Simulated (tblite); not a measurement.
# C6H10P2Se: the cost of one run

Programs: tblite 0.8.0 and PySCF 2.14.0, with density-fitted response routines of our own. Each step states its level of theory. These are calculated values for one molecule in the gas phase, unless marked as measured. Atoms count from 0, in the outputs and in this text.

**1. Starting geometry**

19 atoms, charge 0, multiplicity 1; geometry from: force field or distance geometry start.

Bonds of the start (Å): C0–C1 1.20, C1–C2 1.46, C2–P3 1.82, P3–C4 1.79, P3–Se5 2.08, P3–C6 1.79, C6–C7 1.35, C6–P8 1.82, C0–H9 1.05, C2–H10 1.09, C2–H11 1.12, C4–H12 1.12, C4–H13 1.11, C4–H14 1.09, C7–H15 1.08, C7–H16 1.08, P8–H17 1.44, P8–H18 1.44.

**2. Relaxing the molecule with GFN2-xTB**

Job settings and geometry (Å):

```
{"job": {"kind": "relax", "xc": "GFN2-xTB", "basis": "xTB"}, "charge": 0, "multiplicity": 1}
C      2.911500    -1.263800     0.901800
C      2.170000    -0.316000     0.884400
C      1.277000     0.843700     0.861600
P      0.067500     0.757400    -0.492900
C      0.582300    -0.329500    -1.813100
Se    -0.524900     2.583500    -1.299700
C     -1.477200     0.256800     0.252900
C     -1.906100     0.988500     1.308800
P     -2.462300    -1.160800    -0.324000
H      3.541700    -2.103500     0.898800
H      1.917500     1.719600     0.723500
H      0.701800     0.899200     1.816800
H      0.353300     0.202900    -2.770000
H      0.119800    -1.334800    -1.798800
H      1.667200    -0.442700    -1.779500
H     -2.837400     0.725200     1.794000
H     -1.345300     1.838000     1.683100
H     -1.989500    -1.732700    -1.554900
H     -2.776900    -2.121700     0.699700
```

On the command line:

```console
OMP_NUM_THREADS=1 python probes_run.py task.json out
```

The driver reads the jobs from task.json and runs them one after another.

**Question.** How long does this first job take on 1 thread of Intel Xeon 6975P-C, shared host, and how much memory does it need?

About 3.5 s, with a peak of 0.18 GiB.
